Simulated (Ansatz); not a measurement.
## BBrH2O2, SMILES OB(O)Br: a geometry optimisation, step by step

With the Ansatz DFT code, driven from Python.

Interactive session:
```pycon
>>> import warnings
>>> import ansatz as az
>>> from ase import Atoms
>>> import numpy as np
>>> BASIS_SET = "def2-SVP"
>>> FUNCTIONAL = "r2scan"
>>> VDW = "d3bj"
>>> warnings.simplefilter("ignore", az.DeckWarning)
>>> atoms = Atoms(["O", "B", "O", "Br", "H", "H"], positions=[
...     (0.2284, 1.194, -0.54),
...     (-0.1932, -0.0741, -0.0247),
...     (0.7747, -0.891, 0.6432),
...     (-1.9881, -0.7306, -0.2368),
...     (0.4816, 1.0521, -1.4962),
...     (0.7386, -0.6144, 1.6083),
... ])
>>> mol = az.Crystal.molecule_from_ase(atoms)
>>> base = mol.calculation()
>>> base = base.basis(gaussian=BASIS_SET)
>>> base = base.functional(FUNCTIONAL, dispersion=VDW)
>>> symbols = [site.symbol for site in mol.cartesian_sites]
>>> start = np.array([site.position_ang for site in mol.cartesian_sites], dtype=float)
>>> def progress(event):
...     if event["event"] == "relax_step":
...         row = event["data"]
...         print(f"step {row['step']:3d}  E = {row['lagrangian_ev']:.6f} eV  max force {row['allowed_force_max_ev_ang']:.4f} eV/A")
...
>>> report = base.relax(force_tolerance=0.005).session().plan().execute(on_event=progress).report
step   1  E = -74837.393657 eV  max force 2.5908 eV/A
step   2  E = -74837.604439 eV  max force 1.4403 eV/A
step   3  E = -74837.772797 eV  max force 1.1480 eV/A
step   4  E = -74837.923497 eV  max force 2.0765 eV/A
step   5  E = -74838.265766 eV  max force 0.6545 eV/A
step   6  E = -74838.467927 eV  max force 0.7545 eV/A
step   7  E = -74838.549377 eV  max force 0.1263 eV/A
step   8  E = -74838.551127 eV  max force 0.0819 eV/A
step   9  E = -74838.552228 eV  max force 0.0094 eV/A
step  10  E = -74838.552246 eV  max force 0.0019 eV/A
>>> end = np.array(report["positions_ang"])
>>> for key in ("converged", "free_energy_ev", "reference_energy_ev", "n_frozen", "n_occupied", "n_virtual"):
...     print(f"{key:22s} {report[key]}")
...
converged              True
free_energy_ev         -74838.55225322604
reference_energy_ev    -74838.52562126445
n_frozen               0
n_occupied             [29, 29]
n_virtual              [55, 55]
>>> print("bond        before    after (A)")
bond        before    after (A)
>>> for i, j in [(0, 1), (0, 4), (1, 2), (1, 3), (2, 5)]:
...     d0, d1 = (np.linalg.norm(xyz[i] - xyz[j]) for xyz in (start, end))
...     print(f"{symbols[i]}{i}-{symbols[j]}{j}".ljust(10), f"{d0:8.4f} {d1:8.4f}")
...
O0-B1        1.4323   1.3561
O0-H4        0.9993   0.9650
B1-O2        1.4319   1.3478
B1-Br3       1.9229   1.9433
O2-H5        1.0046   0.9676
>>> with open("bbrh2o2_opt.xyz", "w") as handle:
...     handle.write(f"{len(symbols)}\nrelaxed BBrH2O2\n")
...     handle.writelines(f"{s:2s} {x:11.6f} {y:11.6f} {z:11.6f}\n" for s, (x, y, z) in zip(symbols, end))
...
18
```

`bbrh2o2_opt.xyz`, as written:
```text
6
relaxed BBrH2O2
O     0.525099    0.855125   -0.553011
B    -0.164290   -0.158993    0.026151
O     0.325322   -0.827515    1.089158
Br   -1.902264   -0.697526   -0.656256
H     0.066400    1.250877   -1.304088
H     1.191733   -0.485967    1.351847
```

What to keep in mind:
- Total energies depend on the basis set; only differences at equal settings carry meaning.
- The end point is the stationary point reached from this start; no frequency run checks that it is a minimum, and the basis set is modest.
- Total less reference energy is the dispersion correction.
- A dispersion term here runs with damping parameters fitted for another variant or functional.
- The script silences the warnings on its input, which a real study should read.
- The whole script took 52 s on 1 thread of Arm Neoverse V1 (shared host), peak memory 0.21 GiB.

(Lines on the test bed's own set-up are left out of the output.)
